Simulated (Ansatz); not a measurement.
# Zn6B3HO11: the cost of one run

Method: DFT, PBE, plane-wave PAW, default files, scalar-relativistic, as far as a step names no other, in Ansatz 0.2.0.

1 further run of the same task is left out (it didn't finish).

**1. The starting structure**

The structure is trigonal, space group R3c (No. 161). Conventional cell: a = 8.297 Å, b = 8.297 Å, c = 26.408 Å, α = 90.00°, β = 90.00°, γ = 120.00°. Around Zn (site symmetry 1) lie 4 O at 1.96 to 2.03 Å. Zn (site symmetry 1) has 4 O at 1.96 to 2.00 Å as nearest neighbours. B (site symmetry 1) is surrounded by 3 O at 1.38 to 1.39 Å. H (site symmetry 3) has 1 O at 1.07 Å as nearest neighbours. Around O (site symmetry 3) lie 1 H at 1.07 Å. Around O (site symmetry 3) lie 1 H at 1.42 Å and 3 Zn at 1.96 Å. O (site symmetry 1) is surrounded by 1 B at 1.38 Å and 2 Zn at 1.99 to 2.00 Å. Around O (site symmetry 1) lie 1 B at 1.39 Å and 2 Zn at 1.96 to 1.99 Å. Only part of the 9 independent sites is listed.

As a file:

```
CELL_PARAMETERS angstrom
4.14842 2.39509 8.80282
-4.14842 2.39509 8.80282
0.00000 -4.79018 8.80282
ATOMIC_POSITIONS crystal
Zn 0.86196 0.41461 0.80898
Zn 0.41461 0.80898 0.86196
Zn 0.80898 0.86196 0.41461
Zn 0.14388 0.57372 0.19497
Zn 0.57372 0.19497 0.14388
Zn 0.19497 0.14388 0.57372
Zn 0.91461 0.36196 0.30899
Zn 0.30899 0.91461 0.36196
Zn 0.36196 0.30899 0.91461
Zn 0.07372 0.64388 0.69497
Zn 0.69497 0.07372 0.64388
Zn 0.64388 0.69497 0.07372
B 0.77173 0.24932 0.72857
B 0.24932 0.72857 0.77173
B 0.72857 0.77173 0.24932
B 0.22857 0.74931 0.27173
B 0.74931 0.27173 0.22857
B 0.27173 0.22857 0.74931
H 0.74134 0.74134 0.74134
H 0.24134 0.24134 0.24134
O 0.70066 0.70066 0.70066
O 0.29505 0.29505 0.29505
O 0.20066 0.20066 0.20066
O 0.79505 0.79505 0.79505
O 0.10460 0.39521 0.75017
O 0.39521 0.75017 0.10460
O 0.75017 0.10460 0.39521
O 0.89521 0.60460 0.25017
O 0.60460 0.25017 0.89521
O 0.25017 0.89521 0.60460
O 0.91054 0.27538 0.69871
O 0.27538 0.69871 0.91054
O 0.69871 0.91054 0.27538
O 0.09067 0.72285 0.30011
O 0.72285 0.30011 0.09067
O 0.30011 0.09067 0.72285
O 0.77538 0.41054 0.19871
O 0.19871 0.77538 0.41054
O 0.41054 0.19871 0.77538
O 0.22285 0.59067 0.80011
O 0.80011 0.22285 0.59067
O 0.59067 0.80011 0.22285
```

**2. Gradients at the starting positions**

Contents of input.yaml:

```yaml
crystal:
  lattice:
    - [4.1484152291, 2.3950886492, 8.8028227793]
    - [-4.1484152291, 2.3950886492, 8.8028227793]
    - [0.0, -4.7901772985, 8.8028227793]
  atoms:
    - { symbol: Zn, position: [0.861957, 0.414612, 0.808985] }
    - { symbol: Zn, position: [0.414612, 0.808985, 0.861957] }
    - { symbol: Zn, position: [0.808985, 0.861957, 0.414612] }
    - { symbol: Zn, position: [0.143876, 0.573716, 0.19497] }
    - { symbol: Zn, position: [0.573716, 0.19497, 0.143876] }
    - { symbol: Zn, position: [0.19497, 0.143876, 0.573716] }
    - { symbol: Zn, position: [0.914612, 0.361957, 0.308985] }
    - { symbol: Zn, position: [0.308985, 0.914612, 0.361957] }
    - { symbol: Zn, position: [0.361957, 0.308985, 0.914612] }
    - { symbol: Zn, position: [0.073716, 0.643876, 0.69497] }
    - { symbol: Zn, position: [0.69497, 0.073716, 0.643876] }
    - { symbol: Zn, position: [0.643876, 0.69497, 0.073716] }
    - { symbol: B, position: [0.771726, 0.249315, 0.728573] }
    - { symbol: B, position: [0.249315, 0.728573, 0.771726] }
    - { symbol: B, position: [0.728573, 0.771726, 0.249315] }
    - { symbol: B, position: [0.228573, 0.749315, 0.271726] }
    - { symbol: B, position: [0.749315, 0.271726, 0.228573] }
    - { symbol: B, position: [0.271726, 0.228573, 0.749315] }
    - { symbol: H, position: [0.741338, 0.741338, 0.741338] }
    - { symbol: H, position: [0.241338, 0.241338, 0.241338] }
    - { symbol: O, position: [0.700655, 0.700655, 0.700655] }
    - { symbol: O, position: [0.295051, 0.295051, 0.295051] }
    - { symbol: O, position: [0.200655, 0.200655, 0.200655] }
    - { symbol: O, position: [0.795051, 0.795051, 0.795051] }
    - { symbol: O, position: [0.104597, 0.395209, 0.750166] }
    - { symbol: O, position: [0.395209, 0.750166, 0.104597] }
    - { symbol: O, position: [0.750166, 0.104597, 0.395209] }
    - { symbol: O, position: [0.895209, 0.604597, 0.250166] }
    - { symbol: O, position: [0.604597, 0.250166, 0.895209] }
    - { symbol: O, position: [0.250166, 0.895209, 0.604597] }
    - { symbol: O, position: [0.910536, 0.275378, 0.698709] }
    - { symbol: O, position: [0.275378, 0.698709, 0.910536] }
    - { symbol: O, position: [0.698709, 0.910536, 0.275378] }
    - { symbol: O, position: [0.090668, 0.722854, 0.300109] }
    - { symbol: O, position: [0.722854, 0.300109, 0.090668] }
    - { symbol: O, position: [0.300109, 0.090668, 0.722854] }
    - { symbol: O, position: [0.775378, 0.410536, 0.198709] }
    - { symbol: O, position: [0.198709, 0.775378, 0.410536] }
    - { symbol: O, position: [0.410536, 0.198709, 0.775378] }
    - { symbol: O, position: [0.222854, 0.590668, 0.800109] }
    - { symbol: O, position: [0.800109, 0.222854, 0.590668] }
    - { symbol: O, position: [0.590668, 0.800109, 0.222854] }
kpoints:
  mp_grid: { grid: [3, 3, 3] }
scf:
  occupations: { method: fermi_dirac, width: 0.02 }
hamiltonian:
  xc: pbe
  pseudopotentials: { kind: paw }
output:
  forces: true
  stress: true
  populations: true
  efg:
    quadrupole_moments_barn: { Zn: 0.122, B: 0.04059, H: 0.00285783, O: -0.02558 }
    contact_densities: true
```

On the command line:

```
ansatz run input.yaml --threads 1 --pin off --max-ram 2560MiB --backend cpu --events-out ev --progress --plain --runs-dir out
```

**Question.** How long does this run take on 1 thread of Arm Neoverse V1, shared host, and how much memory does it need?

About 2.6 min, with a peak of 1.2 GiB.
